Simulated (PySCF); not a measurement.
# C6H5F: NMR shifts at several levels of theory

How much do the NMR shifts of C6H5F (`Fc1ccccc1`) depend on the level of theory, and what does each level cost?

Programs: PySCF 2.14.0, with density-fitted response routines of our own. Each step states its level of theory. These are calculated values for one molecule in the gas phase, unless marked as measured. Atoms are numbered from 0 throughout.

## Step 1: Starting geometry

12 atoms, charge 0, multiplicity 1; geometry from: GFN2-xTB.

Bonds of the start (Å): F0–C1 1.35, C1–C2 1.38, C2–C3 1.38, C3–C4 1.39, C4–C5 1.38, C5–C6 1.38, C6–C1 1.38, C2–H7 1.08, C3–H8 1.08, C4–H9 1.08, C5–H10 1.08, C6–H11 1.08.

## Step 2: Relaxing the molecule at PBE0-D3(BJ)/def2-SVP

The job: settings as JSON, then the geometry in Å.

```
{"job": {"xc": "PBE0", "basis": "def2-SVP", "d3": "d3bj", "grid": 1, "kind": "geom"}, "charge": 0, "multiplicity": 1}
F      2.035730     0.837310     0.103550
C      0.787830     0.324360     0.041420
C     -0.291040     1.188600     0.028860
C     -1.566020     0.653970    -0.037870
C     -1.746470    -0.718590    -0.091110
C     -0.651020    -1.565850    -0.076210
C      0.631240    -1.048680    -0.011360
H     -0.125100     2.253540     0.071600
H     -2.420410     1.313690    -0.049310
H     -2.743460    -1.129440    -0.143430
H     -0.792740    -2.635280    -0.116030
H      1.499850    -1.688100    -0.000860
```

The program printed:

```text
step   0  E = -330.88160774  max force = 0.018699
step   1  E = -330.88275095  max force = 0.005131
step   2  E = -330.88248212  max force = 0.008460
step   3  E = -330.88282572  max force = 0.002370
step   4  E = -330.88286831  max force = 0.000540
step   5  E = -330.88287074  max force = 0.000447
optimisation converged
```

Wall time 40 s (8 threads of AMD EPYC (Zen 3), shared host).

Relaxation path: (the energy doesn't fall at every step)

| step | energy from step 0 (eV) | largest force component (eV/Å) |
| --- | --- | --- |
| 0 | 0.0000 | 0.9615 |
| 1 | -0.0311 | 0.2638 |
| 2 | -0.0238 | 0.4350 |
| 3 | -0.0331 | 0.1219 |
| 4 | -0.0343 | 0.0278 |
| 5 | -0.0344 | 0.0230 |

Distances of close pairs at the start and the end, largest changes first:

| bond | before (Å) | after (Å) | change (Å) |
| --- | --- | --- | --- |
| F0–C1 | 1.351 | 1.332 | -0.018 |
| C3–H8 | 1.080 | 1.092 | +0.013 |
| C5–H10 | 1.080 | 1.092 | +0.013 |
| C2–H7 | 1.079 | 1.091 | +0.013 |
| C6–H11 | 1.079 | 1.091 | +0.013 |
| C4–H9 | 1.080 | 1.092 | +0.012 |
| C4–C5 | 1.385 | 1.395 | +0.010 |
| C2–C3 | 1.384 | 1.394 | +0.010 |

The final coordinates are the input of the step that follows.

| at the end point | value |
| --- | --- |
| point group (found at 0.08 Å tolerance) | C2v |
| rotational constants (GHz, main isotopes) | 5.682, 2.575, 1.772 |
| dipole moment (D) | 1.35 |

## Step 3: Nuclear shieldings: PBE0/pcSseg-2

The job: settings as JSON, then the geometry in Å.

```
{"job": {"kind": "nmr", "xc": "PBE0", "basis": "pcSseg-2", "pop": false}, "charge": 0, "multiplicity": 1}
F      2.039464     0.816327     0.085794
C      0.804155     0.320030     0.033169
C     -0.276048     1.194726     0.026175
C     -1.564101     0.665650    -0.032890
C     -1.762838    -0.713943    -0.083656
C     -0.662723    -1.571294    -0.073133
C      0.631556    -1.058308    -0.014388
H     -0.094351     2.270215     0.066580
H     -2.421688     1.342320    -0.040077
H     -2.774807    -1.121139    -0.131530
H     -0.810138    -2.653014    -0.111886
H      1.509910    -1.706040    -0.004908
```

Method: GIAO PBE0/pcSseg-2 NMR shielding, non-relativistic, gas phase.

The program printed:

```text
coarse grid: 10704 points
cycle   1  E = -331.1868117694  dE =  1.151e+00  |g| = 5.087e-01  |ddm| = 2.940e+00
cycle   2  E = -331.1603668447  dE =  2.644e-02  |g| = 6.448e-01  |ddm| = 9.216e-01
cycle   3  E = -331.2358182960  dE = -7.545e-02  |g| = 8.920e-02  |ddm| = 4.804e-01
cycle   4  E = -331.2374391829  dE = -1.621e-03  |g| = 4.384e-02  |ddm| = 1.069e-01
cycle   5  E = -331.2379443373  dE = -5.052e-04  |g| = 8.917e-03  |ddm| = 3.789e-02
cycle   6  E = -331.2379589809  dE = -1.464e-05  |g| = 3.764e-03  |ddm| = 8.684e-03
cycle   7  E = -331.2379621342  dE = -3.153e-06  |g| = 4.408e-04  |ddm| = 2.725e-03
final grid: 105712 points
cycle   8  E = -331.2373954109  dE = -9.074e-05  |g| = 6.693e-03  |ddm| = 5.847e-02
cycle   9  E = -331.2373903071  dE =  5.104e-06  |g| = 8.541e-03  |ddm| = 1.141e-02
cycle  10  E = -331.2374065755  dE = -1.627e-05  |g| = 1.196e-03  |ddm| = 6.115e-03
cycle  11  E = -331.2374067838  dE = -2.083e-07  |g| = 3.154e-04  |ddm| = 1.407e-03
cycle  12  E = -331.2374067996  dE = -1.582e-08  |g| = 6.417e-05  |ddm| = 2.767e-04
cycle  13  E = -331.2374068001  dE = -4.491e-10  |g| = 4.498e-05  |ddm| = 7.496e-05
cycle  14  E = -331.2374068006  dE = -5.626e-10  |g| = 2.628e-06  |ddm| = 3.289e-05
converged SCF energy = -331.2374068006

GIAO shielding tensors (ppm)
atom      isotropic    diamagn.    paramagn.     s11        s22        s33       span
  0 F      290.211     467.949    -177.738    215.010    290.373    365.250    150.240
  1 C        8.292     251.047    -242.755    -85.236     25.588     84.526    169.762
  2 C       59.961     255.994    -196.033    -29.767     44.257    165.393    195.160
  3 C       44.373     252.492    -208.119    -67.701     28.515    172.305    240.006
  4 C       51.843     253.107    -201.264    -60.318     39.609    176.237    236.555
  5 C       44.367     252.527    -208.159    -67.783     28.605    172.280    240.063
  6 C       59.967     255.969    -196.001    -29.726     44.261    165.367    195.093
  7 H       24.001      31.407      -7.406     20.958     23.767     27.276      6.318
  8 H       23.665      29.827      -6.162     20.475     23.637     26.884      6.409
  9 H       23.925      29.575      -5.649     20.867     23.921     26.987      6.120
 10 H       23.660      29.821      -6.161     20.482     23.623     26.873      6.391
 11 H       24.009      31.403      -7.394     20.957     23.777     27.293      6.336
```

Run time: 66 s. Hardware: 8 threads of AMD EPYC (Zen 3), shared host.

The references, computed at this level on geometries of the same kind, shield at (ppm): 1H TMS 31.25, 13C TMS 184.1, 19F CFCl3 175.8. Their shielding less the atom's gives the shift. The references are single molecules in the gas phase, so shifts against H2O, NH3, PH3, H3PO4 or CFCl3 are not on the usual liquid scales and can be off by tens of ppm. Atoms listed in one row are averaged.

| atoms | environment | σ (ppm) | δ (ppm) |
| --- | --- | --- | --- |
| C1 | aromatic carbon bearing fluorine | 8.3 | 175.8 |
| C3, C5 | aromatic CH | 44.4 | 139.8 |
| C4 | aromatic CH | 51.8 | 132.3 |
| C2, C6 | aromatic CH | 60.0 | 124.2 |
| H8, H10 | hydrogen on an aromatic CH | 23.66 | 7.58 |
| H9 | hydrogen on an aromatic CH | 23.93 | 7.32 |
| H7, H11 | hydrogen on an aromatic CH | 24.00 | 7.24 |
| F0 | aryl fluorine | 290.2 | -114.4 |

Ring of atoms C1, C2, C3, C4, C5, C6: NICS(0) -10.1, NICS(1) -10.1, NICS(1)zz -28.8 ppm (means of both faces).

## Step 4: Shielding tensors: PBE/pcSseg-2

Settings changed since step 3:

```diff
@@ -1,2 +1,2 @@
-{"job": {"kind": "nmr", "xc": "PBE0", "basis": "pcSseg-2", "pop": false}, "charge": 0, "multiplicity": 1}
+{"job": {"kind": "nmr", "xc": "PBE", "basis": "pcSseg-2", "pop": false}, "charge": 0, "multiplicity": 1}
 F      2.039464     0.816327     0.085794
```

Method: GIAO PBE/pcSseg-2 NMR shielding, non-relativistic, gas phase.

The program printed:

```text
coarse grid: 10704 points
cycle   1  E = -331.1338946948  dE =  9.204e-01  |g| = 6.229e-01  |ddm| = 2.974e+00
cycle   2  E = -331.0013046478  dE =  1.326e-01  |g| = 9.864e-01  |ddm| = 1.537e+00
cycle   3  E = -331.2099777997  dE = -2.087e-01  |g| = 1.901e-01  |ddm| = 9.192e-01
cycle   4  E = -331.2191071177  dE = -9.129e-03  |g| = 7.454e-02  |ddm| = 2.331e-01
cycle   5  E = -331.2206002094  dE = -1.493e-03  |g| = 1.683e-02  |ddm| = 7.127e-02
cycle   6  E = -331.2206536262  dE = -5.342e-05  |g| = 7.902e-03  |ddm| = 1.600e-02
cycle   7  E = -331.2206674096  dE = -1.378e-05  |g| = 7.333e-04  |ddm| = 5.227e-03
cycle   8  E = -331.2206674533  dE = -4.367e-08  |g| = 4.878e-04  |ddm| = 7.472e-04
final grid: 105712 points
cycle   9  E = -331.2226569893  dE = -1.428e-04  |g| = 1.116e-02  |ddm| = 8.371e-02
cycle  10  E = -331.2226068720  dE =  5.012e-05  |g| = 1.861e-02  |ddm| = 2.289e-02
cycle  11  E = -331.2226866530  dE = -7.978e-05  |g| = 3.322e-03  |ddm| = 1.384e-02
cycle  12  E = -331.2226884278  dE = -1.775e-06  |g| = 7.606e-04  |ddm| = 4.360e-03
cycle  13  E = -331.2226885301  dE = -1.024e-07  |g| = 3.389e-04  |ddm| = 8.186e-04
cycle  14  E = -331.2226885607  dE = -3.063e-08  |g| = 8.866e-05  |ddm| = 2.834e-04
cycle  15  E = -331.2226885627  dE = -1.920e-09  |g| = 2.648e-05  |ddm| = 7.238e-05
cycle  16  E = -331.2226885628  dE = -1.651e-10  |g| = 7.164e-06  |ddm| = 2.167e-05
converged SCF energy = -331.2226885628

GIAO shielding tensors (ppm)
atom      isotropic    diamagn.    paramagn.     s11        s22        s33       span
  0 F      266.756     468.458    -201.702    190.379    261.444    348.444    158.065
  1 C        3.694     250.221    -246.527    -81.850     18.053     74.879    156.729
  2 C       57.311     256.397    -199.086    -29.375     42.761    158.546    187.921
  3 C       41.983     252.581    -210.598    -66.280     26.945    165.285    231.565
  4 C       49.158     253.401    -204.243    -59.648     37.401    169.722    229.370
  5 C       41.982     252.613    -210.631    -66.351     27.042    165.256    231.607
  6 C       57.310     256.372    -199.062    -29.347     42.759    158.519    187.866
  7 H       24.064      31.617      -7.552     21.349     23.608     27.236      5.887
  8 H       23.699      29.816      -6.116     20.737     23.509     26.853      6.116
  9 H       23.959      29.619      -5.660     21.198     23.735     26.943      5.745
 10 H       23.695      29.810      -6.116     20.745     23.496     26.843      6.097
 11 H       24.072      31.614      -7.542     21.347     23.616     27.252      5.905
```

Wall time 69 s (8 threads of AMD EPYC (Zen 3), shared host).

In short: δ C1 175.7, C3 137.4, C4 130.2, C2 122.1, H8 7.48, H9 7.22 ppm (means over like atoms).

## Step 5: Shielding tensors: wB97X-D/pcSseg-2

Settings changed since step 4:

```diff
@@ -1,2 +1,2 @@
-{"job": {"kind": "nmr", "xc": "PBE", "basis": "pcSseg-2", "pop": false}, "charge": 0, "multiplicity": 1}
+{"job": {"kind": "nmr", "xc": "wB97X-D", "basis": "pcSseg-2", "pop": false}, "charge": 0, "multiplicity": 1}
 F      2.039464     0.816327     0.085794
```

Method: GIAO wB97X-D/pcSseg-2 NMR shielding, non-relativistic, gas phase.

The program printed:

```text
coarse grid: 10704 points
cycle   1  E = -331.4464599620  dE =  1.406e+00  |g| = 5.132e-01  |ddm| = 2.835e+00
cycle   2  E = -331.4554779976  dE = -9.018e-03  |g| = 5.274e-01  |ddm| = 7.178e-01
cycle   3  E = -331.4965381618  dE = -4.106e-02  |g| = 5.638e-02  |ddm| = 3.506e-01
cycle   4  E = -331.4970889916  dE = -5.508e-04  |g| = 2.587e-02  |ddm| = 5.151e-02
cycle   5  E = -331.4972405689  dE = -1.516e-04  |g| = 4.957e-03  |ddm| = 2.593e-02
cycle   6  E = -331.4972462235  dE = -5.655e-06  |g| = 1.216e-03  |ddm| = 5.214e-03
final grid: 105712 points
cycle   7  E = -331.4984081189  dE = -2.351e-04  |g| = 8.450e-03  |ddm| = 8.850e-02
cycle   8  E = -331.4984070890  dE =  1.030e-06  |g| = 9.312e-03  |ddm| = 1.323e-02
cycle   9  E = -331.4984199398  dE = -1.285e-05  |g| = 5.844e-04  |ddm| = 5.797e-03
cycle  10  E = -331.4984199854  dE = -4.566e-08  |g| = 3.410e-04  |ddm| = 1.065e-03
cycle  11  E = -331.4984200103  dE = -2.482e-08  |g| = 4.641e-05  |ddm| = 2.540e-04
cycle  12  E = -331.4984200109  dE = -6.355e-10  |g| = 2.481e-05  |ddm| = 8.968e-05
converged SCF energy = -331.4984200109

GIAO shielding tensors (ppm)
atom      isotropic    diamagn.    paramagn.     s11        s22        s33       span
  0 F      297.391     467.827    -170.435    224.384    298.100    369.689    145.305
  1 C        6.764     250.960    -244.196    -89.992     25.816     84.467    174.459
  2 C       58.611     254.248    -195.638    -33.133     43.359    165.606    198.739
  3 C       42.749     251.189    -208.440    -72.074     27.355    172.965    245.039
  4 C       50.567     251.364    -200.798    -63.916     38.959    176.657    240.573
  5 C       42.745     251.217    -208.473    -72.152     27.440    172.946    245.099
  6 C       58.613     254.229    -195.616    -33.098     43.370    165.567    198.665
  7 H       24.093      31.336      -7.243     21.047     23.839     27.393      6.346
  8 H       23.754      30.097      -6.343     20.622     23.656     26.984      6.362
  9 H       24.022      29.836      -5.814     20.977     23.990     27.099      6.121
 10 H       23.749      30.092      -6.343     20.629     23.644     26.974      6.345
 11 H       24.100      31.331      -7.231     21.045     23.848     27.409      6.364
```

Run time: 83 s. Hardware: 8 threads of AMD EPYC (Zen 3), shared host.

Key values: δ C1 177.7, C3 141.7, C4 133.8, C2 125.8, H8 7.60, H9 7.33 ppm (means over like atoms).

## Step 6: NMR shieldings: KT2/pcSseg-2

Settings changed since step 5:

```diff
@@ -1,2 +1,2 @@
-{"job": {"kind": "nmr", "xc": "wB97X-D", "basis": "pcSseg-2", "pop": false}, "charge": 0, "multiplicity": 1}
+{"job": {"kind": "nmr", "xc": "KT2", "basis": "pcSseg-2", "pop": false}, "charge": 0, "multiplicity": 1}
 F      2.039464     0.816327     0.085794
```

Method: GIAO KT2/pcSseg-2 NMR shielding, non-relativistic, gas phase.

The program printed:

```text
coarse grid: 10704 points
cycle   1  E = -336.9878981861  dE =  9.643e-01  |g| = 6.812e-01  |ddm| = 3.984e+00
cycle   2  E = -336.8516737086  dE =  1.362e-01  |g| = 1.095e+00  |ddm| = 1.754e+00
cycle   3  E = -337.0722851785  dE = -2.206e-01  |g| = 1.653e-01  |ddm| = 1.168e+00
cycle   4  E = -337.0781652514  dE = -5.880e-03  |g| = 6.643e-02  |ddm| = 1.770e-01
cycle   5  E = -337.0793253523  dE = -1.160e-03  |g| = 2.399e-02  |ddm| = 7.127e-02
cycle   6  E = -337.0794608144  dE = -1.355e-04  |g| = 7.510e-03  |ddm| = 2.369e-02
cycle   7  E = -337.0794733932  dE = -1.258e-05  |g| = 1.700e-03  |ddm| = 6.831e-03
cycle   8  E = -337.0794739981  dE = -6.049e-07  |g| = 5.620e-04  |ddm| = 1.760e-03
final grid: 105712 points
cycle   9  E = -337.0905193753  dE = -4.260e-04  |g| = 2.341e-02  |ddm| = 5.595e-01
cycle  10  E = -337.0902561958  dE =  2.632e-04  |g| = 4.613e-02  |ddm| = 4.991e-02
cycle  11  E = -337.0906049267  dE = -3.487e-04  |g| = 2.103e-03  |ddm| = 3.536e-02
cycle  12  E = -337.0906053212  dE = -3.945e-07  |g| = 1.525e-03  |ddm| = 3.627e-03
cycle  13  E = -337.0906059122  dE = -5.910e-07  |g| = 4.587e-04  |ddm| = 1.470e-03
cycle  14  E = -337.0906059653  dE = -5.303e-08  |g| = 1.897e-04  |ddm| = 4.626e-04
cycle  15  E = -337.0906059749  dE = -9.626e-09  |g| = 2.491e-05  |ddm| = 1.413e-04
cycle  16  E = -337.0906059751  dE = -1.475e-10  |g| = 8.847e-06  |ddm| = 2.422e-05
converged SCF energy = -337.0906059751

GIAO shielding tensors (ppm)
atom      isotropic    diamagn.    paramagn.     s11        s22        s33       span
  0 F      273.513     467.893    -194.380    201.862    277.227    341.449    139.587
  1 C       15.378     253.211    -237.833    -64.050     28.934     81.250    145.299
  2 C       68.282     257.897    -189.615    -13.034     56.546    161.335    174.369
  3 C       53.723     254.220    -200.497    -48.550     42.261    167.459    216.009
  4 C       60.538     254.951    -194.412    -42.563     51.766    172.412    214.974
  5 C       53.718     254.238    -200.521    -48.613     42.344    167.422    216.035
  6 C       68.286     257.881    -189.596    -13.012     56.552    161.316    174.329
  7 H       24.211      30.851      -6.639     21.334     24.299     27.000      5.666
  8 H       23.895      28.896      -5.001     20.751     24.275     26.659      5.908
  9 H       24.169      28.529      -4.360     21.241     24.503     26.763      5.522
 10 H       23.890      28.881      -4.992     20.759     24.262     26.648      5.889
 11 H       24.219      30.846      -6.627     21.333     24.308     27.017      5.683
```

Wall time 60 s (8 threads of AMD EPYC (Zen 3), shared host).

In short: δ C1 166.9, C3 128.6, C4 121.7, C2 114.0, H8 7.28, H9 7.01 ppm (means over like atoms).

## Step 7: NMR shieldings: HF/pcSseg-2

Settings changed since step 6:

```diff
@@ -1,2 +1,2 @@
-{"job": {"kind": "nmr", "xc": "KT2", "basis": "pcSseg-2", "pop": false}, "charge": 0, "multiplicity": 1}
+{"job": {"kind": "nmr", "xc": "HF", "basis": "pcSseg-2", "pop": false}, "charge": 0, "multiplicity": 1}
 F      2.039464     0.816327     0.085794
```

With the program's defaults for keys left out, this is: GIAO HF/pcSseg-2 NMR shielding, non-relativistic, gas phase.

The program printed:

```text
final grid: 105712 points
cycle   1  E = -329.5632003461  dE =  1.947e+00  |g| = 6.028e-01  |ddm| = 2.907e+00
cycle   2  E = -329.6463940414  dE = -8.319e-02  |g| = 3.054e-01  |ddm| = 5.686e-01
cycle   3  E = -329.6626104557  dE = -1.622e-02  |g| = 8.576e-02  |ddm| = 2.423e-01
cycle   4  E = -329.6645692229  dE = -1.959e-03  |g| = 1.521e-02  |ddm| = 1.026e-01
cycle   5  E = -329.6646372657  dE = -6.804e-05  |g| = 4.485e-03  |ddm| = 1.630e-02
cycle   6  E = -329.6646448231  dE = -7.557e-06  |g| = 1.861e-03  |ddm| = 5.199e-03
cycle   7  E = -329.6646463617  dE = -1.539e-06  |g| = 5.024e-04  |ddm| = 2.822e-03
cycle   8  E = -329.6646464768  dE = -1.151e-07  |g| = 2.016e-04  |ddm| = 6.287e-04
cycle   9  E = -329.6646464919  dE = -1.517e-08  |g| = 2.717e-05  |ddm| = 2.918e-04
cycle  10  E = -329.6646464924  dE = -4.384e-10  |g| = 1.204e-05  |ddm| = 5.516e-05
converged SCF energy = -329.6646464924

GIAO shielding tensors (ppm)
atom      isotropic    diamagn.    paramagn.     s11        s22        s33       span
  0 F      343.134     467.775    -124.641    281.078    345.978    402.346    121.268
  1 C       18.806     250.843    -232.037    -92.877     43.753    105.542    198.419
  2 C       67.784     252.305    -184.521    -27.188     54.200    176.338    203.525
  3 C       50.048     249.658    -199.610    -70.869     37.377    183.635    254.503
  4 C       59.781     249.706    -189.926    -58.601     51.945    185.998    244.599
  5 C       50.031     249.702    -199.671    -70.975     37.451    183.618    254.593
  6 C       67.805     252.273    -184.468    -27.117     54.215    176.316    203.433
  7 H       24.323      31.370      -7.047     20.565     24.704     27.699      7.134
  8 H       24.013      30.424      -6.411     20.342     24.421     27.277      6.934
  9 H       24.361      30.155      -5.793     20.629     25.007     27.448      6.819
 10 H       24.004      30.419      -6.414     20.347     24.404     27.263      6.916
 11 H       24.334      31.362      -7.028     20.566     24.718     27.719      7.153
```

It took 38 s on 8 threads of AMD EPYC (Zen 3), shared host.

Key values: δ C1 172.7, C3 141.4, C4 131.7, C2 123.7, H8 7.67, H7 7.35 ppm (means over like atoms).

## Step 8: Comparing the runs: NMR shifts

Shifts (ppm) of some atoms, chosen among heavy atoms and hydrogens apart, means over like atoms, with basis size and wall time:

| run | C1 | C3 | C4 | C2 | H8 | H7 | F0 | functions | time |
| --- | --- | --- | --- | --- | --- | --- | --- | --- | --- |
| PBE0/pcSseg-2 | 175.8 | 139.8 | 132.3 | 124.2 | 7.58 | 7.24 | -114.4 | 322 | 66 s |
| PBE/pcSseg-2 | 175.7 | 137.4 | 130.2 | 122.1 | 7.48 | 7.11 | -123.8 | 322 | 69 s |
| wB97X-D/pcSseg-2 | 177.7 | 141.7 | 133.8 | 125.8 | 7.60 | 7.26 | -111.0 | 322 | 83 s |
| KT2/pcSseg-2 | 166.9 | 128.6 | 121.7 | 114.0 | 7.28 | 6.96 | -137.2 | 322 | 60 s |
| HF/pcSseg-2 | 172.7 | 141.4 | 131.7 | 123.7 | 7.67 | 7.35 | -97.9 | 322 | 38 s |

## Step 9: Results

| quantity | value |
| --- | --- |
| point group | C2v |
| rotational constants (main isotopes) | 5.68, 2.57, 1.77 GHz |
| 13C shifts against TMS (PBE0/pcSseg-2, means over atoms taken as alike) | 175.8, 139.8, 132.3, 124.2 ppm |
| 1H shifts against TMS (PBE0/pcSseg-2, means over atoms taken as alike) | 7.58, 7.32, 7.24 ppm |
| 19F shifts against CFCl3 (PBE0/pcSseg-2) | -114.4 ppm |
| range of the shift of F0 | -137.2 to -97.9 ppm |

What this shows: Single values in the summary come from the first run of each kind that ended normally (PBE0/pcSseg-2), which need not be the best level. Over 5 steps the energy fell by 0.034 eV; of the close pairs, F0–C1 changed most, 1.351 to 1.332 Å. No frequency check was run at this level, so the end point may be a saddle. NICS(1)zz of -29 ppm above the planar ring from C1 marks a diatropic (aromatic) ring current. Across the 5 runs the shift of F0 moves most, between -137.2 (KT2/pcSseg-2) and -97.9 ppm (HF/pcSseg-2).
